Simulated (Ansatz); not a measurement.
# CH6SSi2: how energies converge with the basis set

The task here is to estimate one member of a computed series from the others.

The runs use Ansatz 0.2.0, Gaussian basis; one geometry, several basis sets.

Levels to be run: PBE0-D4/def2-SVP; ωB97M-V/def2-SVP; PBE0-D4/def2-QZVPP; ωB97M-V/def2-QZVPP; the functionals' def2-TZVPP values are taken from earlier runs.

## Structure used throughout

All runs share one geometry, relaxed beforehand with PBE0-D4 in a triple-zeta def2 set.

SMILES `C[SiH]1[SiH2]S1`, 10 atoms, charge 0, spin multiplicity 1.

Atoms are counted from 1 here; the program's logs count them from 0.

Bond lengths: C1–Si2 1.862 Å, C1–H5 1.091 Å, C1–H6 1.093 Å, C1–H7 1.093 Å, Si2–Si3 2.246 Å, Si2–S4 2.154 Å, Si2–H8 1.484 Å, Si3–S4 2.156 Å, Si3–H9 1.483 Å, Si3–H10 1.484 Å. Angles: Si2–C1–H5 110.6°, Si2–C1–H6 110.3°, Si2–C1–H7 110.2°, H5–C1–H6 108.8°, H5–C1–H7 108.6°, H6–C1–H7 108.3°, C1–Si2–Si3 124.2°, C1–Si2–S4 116.5°, C1–Si2–H8 112.2°, Si3–Si2–S4 58.6°, Si3–Si2–H8 119.9°, S4–Si2–H8 113.5°, Si2–Si3–S4 58.6°, Si2–Si3–H9 123.5°, Si2–Si3–H10 122.2°, S4–Si3–H9 114.9°, S4–Si3–H10 114.6°, H9–Si3–H10 111.1° and more.

Geometry (Å):

```xyz
10
CH6SSi2
C    -1.3389    0.7796   -0.7686
Si   -0.4202   -0.4923    0.2350
Si    1.7401   -0.3163    0.8224
S     1.1146   -1.6009   -0.7917
H    -0.6410    1.4006   -1.3320
H    -1.9332    1.4220   -0.1138
H    -2.0151    0.2891   -1.4731
H    -1.3363   -1.3464    1.0316
H     2.3309   -1.0187    1.9869
H     2.5822    0.8320    0.4063
```

Set-up of the first run:

in.yaml reads:

```yaml
crystal:
  periodic: [false, false, false]
  atoms:
    - {symbol: C, position_ang: [-1.338860, 0.779629, -0.768621]}
    - {symbol: Si, position_ang: [-0.420209, -0.492294, 0.234959]}
    - {symbol: Si, position_ang: [1.740058, -0.316268, 0.822381]}
    - {symbol: S, position_ang: [1.114576, -1.600883, -0.791687]}
    - {symbol: H, position_ang: [-0.640980, 1.400579, -1.331969]}
    - {symbol: H, position_ang: [-1.933204, 1.421996, -0.113825]}
    - {symbol: H, position_ang: [-2.015148, 0.289108, -1.473055]}
    - {symbol: H, position_ang: [-1.336294, -1.346391, 1.031642]}
    - {symbol: H, position_ang: [2.330942, -1.018677, 1.986904]}
    - {symbol: H, position_ang: [2.582218, 0.832000, 0.406272]}
basis:
  gaussian: {orbitals: def2-SVP}
hamiltonian: {xc: pbe0, dispersion: d4}
output: {orbitals: {seedname: orbitals}}
```

Among the steps run: PBE0-D4 in def2-SVP; ωB97M-V in def2-SVP; PBE0-D4 in def2-QZVPP; ωB97M-V in def2-QZVPP.

One of the session's tables, all rows but one given; the rest of the session is left out.

It belongs to the step «Functionals by basis». 

| functional | basis | HOMO (eV) | LUMO (eV) |
| --- | --- | --- | --- |
| PBE0-D4 | def2-SVP | -7.07 | 0.04 |
| PBE0-D4 | def2-TZVPP | -7.04 | -0.17 |
| PBE0-D4 | def2-QZVPP | -7.05 | -0.30 |
| ωB97M-V | def2-SVP | ? | ? |
| ωB97M-V | def2-TZVPP | -8.99 | 1.56 |
| ωB97M-V | def2-QZVPP | -9.01 | 1.22 |

Estimate the missing values for ωB97M-V, def2-SVP.

As computed: HOMO (eV): -8.98; LUMO (eV): 1.94. In the column «HOMO (eV)» it lies between ωB97M-V, def2-TZVPP (-8.99) and PBE0-D4, def2-SVP (-7.07).
